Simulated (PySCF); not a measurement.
# CH7Bi (Bi(CH3)(H)4): the cost of one run

Program: PySCF 2.14.0. Level of theory: PBE0, Bi def2-SVP with ECP60, C def2-SVP, H def2-SVP; scalar-relativistic core potentials, no spin–orbit coupling. These are calculated values, not measurements.

3 further runs of the same task are left out: 2 for a known fault of the program, 1 that didn't finish.

### 1 Starting geometry

9 atoms, charge 0, spin multiplicity 1.

Bond lengths: Bi1–C2 2.320 Å, Bi1–H6 1.859 Å, Bi1–H7 1.807 Å, Bi1–H8 1.807 Å, Bi1–H9 1.807 Å, C2–H3 1.100 Å, C2–H4 1.100 Å, C2–H5 1.100 Å. Angles: C2–Bi1–H6 180.0°, C2–Bi1–H7 90.3°, C2–Bi1–H8 90.3°, C2–Bi1–H9 90.3°, H6–Bi1–H7 89.7°, H6–Bi1–H8 89.7°, H6–Bi1–H9 89.7°, H7–Bi1–H8 120.0°, H7–Bi1–H9 120.0°, H8–Bi1–H9 120.0°, Bi1–C2–H3 108.4°, Bi1–C2–H4 108.4°, Bi1–C2–H5 108.4°, H3–C2–H4 110.6°, H3–C2–H5 110.6°, H4–C2–H5 110.6°.

Coordinates:

```xyz
9
charge 0, multiplicity 1
Bi    0.00000    0.00000   -0.16814
C    -0.00001    0.00000    2.15228
H    -1.04391    0.00001    2.49862
H     0.52192   -0.90404    2.49863
H     0.52194    0.90403    2.49863
H     0.00001    0.00000   -2.02698
H     1.80729   -0.00001   -0.17749
H    -0.90363    1.56516   -0.17751
H    -0.90365   -1.56515   -0.17751
```

Formal oxidation states: Bi +5. An earlier session relaxed this geometry at PBE0, Bi def2-SVP with ECP60, C def2-SVP, H def2-SVP (singlet, point group C3v).

Its energy there is -256.678661 Eh.

### 2 Multiplicity 3 at the relaxed geometry

Contents of run.py (the lines that set the calculation):

```python
mol = gto.M(atom='''
Bi     0.00000     0.00000    -0.16814
C     -0.00001     0.00000     2.15228
H     -1.04391     0.00001     2.49862
H      0.52192    -0.90404     2.49863
H      0.52194     0.90403     2.49863
H      0.00001     0.00000    -2.02698
H      1.80729    -0.00001    -0.17749
H     -0.90363     1.56516    -0.17751
H     -0.90365    -1.56515    -0.17751''',
    basis={'Bi': 'def2-SVP', 'C': 'def2-SVP', 'H': 'def2-SVP'},
    ecp={'Bi': 'def2-SVP'},
    charge=0, spin=2)
mf = dft.UKS(mol, xc='PBE0')
mf.grids.atom_grid = (50, 194)
mf = mf.density_fit()  # fitting sets: Bi def2-universal-JKFIT, C def2-universal-JKFIT, H def2-universal-JKFIT
mf.conv_tol = 1e-08; mf.max_cycle = 55
mf.kernel(dm0)  # dm0: free metal ions and neutral atoms
```

On the command line:

```bash
OMP_NUM_THREADS=2 python run.py
```

**Question.** How long does this run take on 2 threads of AMD EPYC 9R14 (Zen 4), shared host?

About 2.6 s.
